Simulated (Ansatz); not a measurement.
# C2H2Cl2Sn (SMILES C#[C][SnH]([Cl])[Cl]): PBE/def2-SVP (core potential)

Aim: the electronic atomisation energy of C2H2Cl2Sn at PBE/def2-SVP (core potential), from 5 runs. 

The results are computed with Ansatz 0.2.0.

49 further runs of the same task are left out: 7 that didn't finish, 42 set aside as unsound or not needed.

## 1. Starting point

C2H2Cl2Sn has 7 atoms, charge 0, and is taken as a singlet. SMILES: `C#[C][SnH]([Cl])[Cl]`. The shape is that of a PBE0-D4/def2-TZVP optimisation.

Bond lengths: C1–C2 1.205 Å, C2–Sn3 2.058 Å, Sn3–Cl4 2.309 Å, Sn3–Cl5 2.309 Å, C1–H6 1.067 Å, Sn3–H7 1.691 Å. Angles: C1–C2–Sn3 179.2°, C2–Sn3–Cl4 107.9°, C2–Sn3–Cl5 107.9°, Cl4–Sn3–Cl5 106.8°, C2–C1–H6 179.7°, C2–Sn3–H7 115.3°, Cl4–Sn3–H7 109.3°, Cl5–Sn3–H7 109.3°.

## 2. The energy at PBE/def2-SVP (core potential)

The input, molecule.yaml:

```yaml
basis:
  gaussian: {orbitals: def2-SVP}
crystal:
  periodic: [false, false, false]
  atoms:
    - {symbol: C, position_ang: [-1.668000, 1.349700, 0.386500]}
    - {symbol: C, position_ang: [-0.744900, 0.592400, 0.224500]}
    - {symbol: Sn, position_ang: [0.833800, -0.704500, -0.025300]}
    - {symbol: Cl, position_ang: [0.163900, -2.365900, -1.482000]}
    - {symbol: Cl, position_ang: [2.540200, 0.448400, -1.069500]}
    - {symbol: H, position_ang: [-2.485300, 2.020900, 0.525300]}
    - {symbol: H, position_ang: [1.421600, -1.409000, 1.394900]}
hamiltonian: {xc: pbe}
accuracy: high
output: {orbitals: {seedname: orbitals}}
```

The run is started by

```sh
ansatz run molecule.yaml --threads 1 --pin off --max-ram 3480MiB --events-out events.jsonl --progress --plain --runs-dir runs
```

What it wrote:

```text
Warning: RAYON_NUM_THREADS=1 ignored (pool sized by the plan → 1); use --threads N
Functional definition: PBE
  name "PBE"
  parameter kappa = 0.804
  parameter beta = 0.06672455060314922
  exchange = pbe_x(kappa = kappa, mu = beta*pi^2/3)
  correlation = pbe_c(beta = beta)
2157 factors; integrals over basis functions are off by at most 3.3e-8 eV
mean field evaluation 1: about -32954.1667 eV, gradient 4.7e1 eV
mean field evaluation 2: about -32924.6528 eV, gradient 1.1e2 eV
mean field evaluation 4: about -32959.0121 eV, gradient 2.5e1 eV
mean field evaluation 8: about -32960.5967 eV, gradient 2.9e-1 eV
mean field evaluation 16: about -32960.5946 eV, gradient 3.8e-5 eV
mean field -32960.59464593 eV, -1211.2795117443 hartree, gradient 3.6e-8 eV, S^2 0.000000; 0 other end points of the search recorded, 0 dependent functions left out
reference -32960.59464963 eV, -1211.2795118806 hartree; 35, 35 occupied and 65, 65 virtual orbitals, 2157 factors
Total energy: -32960.59464963 eV, -1211.2795118806 hartree
```

It took 9.3 s on 1 thread of Arm Neoverse V1, shared host; peak memory 0.26 GiB.

## 3. The C atom at the same level

The input, run.yaml:

```yaml
crystal:
  periodic: [false, false, false]
  atoms:
    - {symbol: C, position_ang: [0.000000, 0.000000, 0.000000]}
basis:
  gaussian:
    orbitals: def2-SVP
hamiltonian:
  xc: {name: PBE}
magnetization:
  spin_polarized: true
  initial_magnetization: 2
accuracy: high
```

Run the same way, it converges to -37.75124 Eh (log not shown).

## 4. The Cl atom

The input, input.yaml:

```yaml
crystal:
  periodic: [false, false, false]
  atoms:
    - {symbol: Cl, position_ang: [0.000000, 0.000000, 0.000000]}
basis:
  gaussian:
    orbitals: def2-SVP
magnetization:
  spin_polarized: true
  initial_magnetization: 1
hamiltonian:
  xc: {name: PBE}
accuracy: high
```

Run the same way, it converges to -459.79702 Eh (log not shown).

## 5. The H atom

The input, in.yaml:

```yaml
crystal:
  periodic: [false, false, false]
  atoms:
    - {symbol: H, position_ang: [0.000000, 0.000000, 0.000000]}
basis:
  gaussian:
    orbitals: def2-SVP
magnetization:
  spin_polarized: true
  initial_magnetization: 1
hamiltonian:
  xc: pbe
accuracy: high
```

Run the same way, it converges to -0.49863 Eh (log not shown).

## 6. The Sn atom at the same level

The input, run.yaml:

```yaml
crystal:
  periodic: [false, false, false]
  atoms:
    - {symbol: Sn, position_ang: [0.000000, 0.000000, 0.000000]}
basis:
  gaussian: {orbitals: def2-SVP}
magnetization: {spin_polarized: true, initial_magnetization: 2}
hamiltonian: {xc: pbe}
accuracy: high
```

Run the same way, it converges to -214.24400 Eh (log not shown).

## 7. Results

Level: PBE/def2-SVP (core potential).

```
                     quantity           value
       molecule: total energy  -1211.27951 Eh
        molecule: HOMO energy        -7.42 eV
        molecule: LUMO energy        -2.20 eV
      molecule: HOMO–LUMO gap         5.22 eV
         C atom: total energy    -37.75124 Eh
                 C atom: ⟨S²⟩           2.002
        Cl atom: total energy   -459.79702 Eh
                Cl atom: ⟨S²⟩           0.752
         H atom: total energy     -0.49863 Eh
                 H atom: ⟨S²⟩           0.750
        Sn atom: total energy   -214.24400 Eh
                Sn atom: ⟨S²⟩           2.002
electronic atomisation energy       25.626 eV
```

Taking the molecule apart into free atoms costs 25.63 eV (591 kcal/mol), before zero-point energy and without spin-orbit coupling.
